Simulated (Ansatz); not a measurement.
**C₃H₆BClO: how energies converge with the basis set**

One table from this session's results is given with a row withheld; the runs are named, their logs left out.

Computed with Ansatz 0.2.0, Gaussian basis. Level: one geometry, several basis sets.

Plan: PBE0-D4/def2-SVP; ωB97M-V/def2-SVP; PBE0-D4/def2-QZVPP; ωB97M-V/def2-QZVPP; the functionals' def2-TZVPP values are taken from earlier runs.

### The geometry

An earlier PBE0-D4 in a triple-zeta def2 set relaxation fixed the geometry.

SMILES `BC(C)(Cl)C=O`, 12 atoms, charge 0, spin multiplicity 1.

Atoms are counted from 1 here; the program's logs count them from 0.

Bond lengths: B1–C2 1.573 Å, B1–H7 1.192 Å, B1–H8 1.193 Å, C2–C3 1.495 Å, C2–Cl4 1.862 Å, C2–C5 1.495 Å, C3–H9 1.089 Å, C3–H10 1.093 Å, C3–H11 1.091 Å, C5–O6 1.199 Å, C5–H12 1.108 Å. Angles: C2–B1–H7 117.8°, C2–B1–H8 119.3°, H7–B1–H8 122.3°, B1–C2–C3 122.7°, B1–C2–Cl4 74.3°, B1–C2–C5 114.8°, C3–C2–Cl4 112.6°, C3–C2–C5 116.2°, Cl4–C2–C5 107.2°, C2–C3–H9 111.0°, C2–C3–H10 107.3°, C2–C3–H11 112.1°, H9–C3–H10 108.7°, H9–C3–H11 110.1°, H10–C3–H11 107.5°, C2–C5–O6 122.5°, C2–C5–H12 115.1°, O6–C5–H12 122.4°.

The first run:

in.yaml

```yaml
crystal:
  periodic: [false, false, false]
  atoms:
    - {symbol: B, position_ang: [-1.094382, -0.640567, -0.902238]}
    - {symbol: C, position_ang: [0.044692, 0.075471, -0.087562]}
    - {symbol: C, position_ang: [1.018285, -0.671544, 0.766400]}
    - {symbol: Cl, position_ang: [0.574268, 0.156750, -1.870971]}
    - {symbol: C, position_ang: [-0.274593, 1.470939, 0.343533]}
    - {symbol: O, position_ang: [-0.109232, 1.850533, 1.469130]}
    - {symbol: H, position_ang: [-1.047224, -1.827877, -0.997068]}
    - {symbol: H, position_ang: [-2.041195, -0.009191, -1.259492]}
    - {symbol: H, position_ang: [1.204827, -1.667362, 0.367044]}
    - {symbol: H, position_ang: [0.571255, -0.770861, 1.758680]}
    - {symbol: H, position_ang: [1.960087, -0.132967, 0.883665]}
    - {symbol: H, position_ang: [-0.729689, 2.111474, -0.437220]}
basis:
  gaussian: {orbitals: def2-SVP}
hamiltonian: {xc: pbe0, dispersion: d4}
output: {orbitals: {seedname: orbitals}}
```

The run is started by

```bash
$ ansatz run in.yaml --threads 4 --pin off --events-out ev --progress --plain --max-ram 10444MiB
```

Among the steps run: PBE0-D4 in def2-SVP; ωB97M-V in def2-SVP; PBE0-D4 in def2-QZVPP; ωB97M-V in def2-QZVPP.

One of the session's tables, all rows but one given; the rest of the session is left out.

It belongs to the step «Functionals by basis». 

| functional | basis | HOMO (eV) |
| --- | --- | --- |
| PBE0-D4 | def2-SVP | ? |
| PBE0-D4 | def2-TZVPP | -7.88 |
| PBE0-D4 | def2-QZVPP | -7.90 |
| ωB97M-V | def2-SVP | -10.17 |
| ωB97M-V | def2-TZVPP | -10.28 |
| ωB97M-V | def2-QZVPP | -10.31 |

Q: Estimate the row for PBE0-D4, def2-SVP from the others.

**Answer.** HOMO (eV): -7.78. In the column «HOMO (eV)» it is the highest.
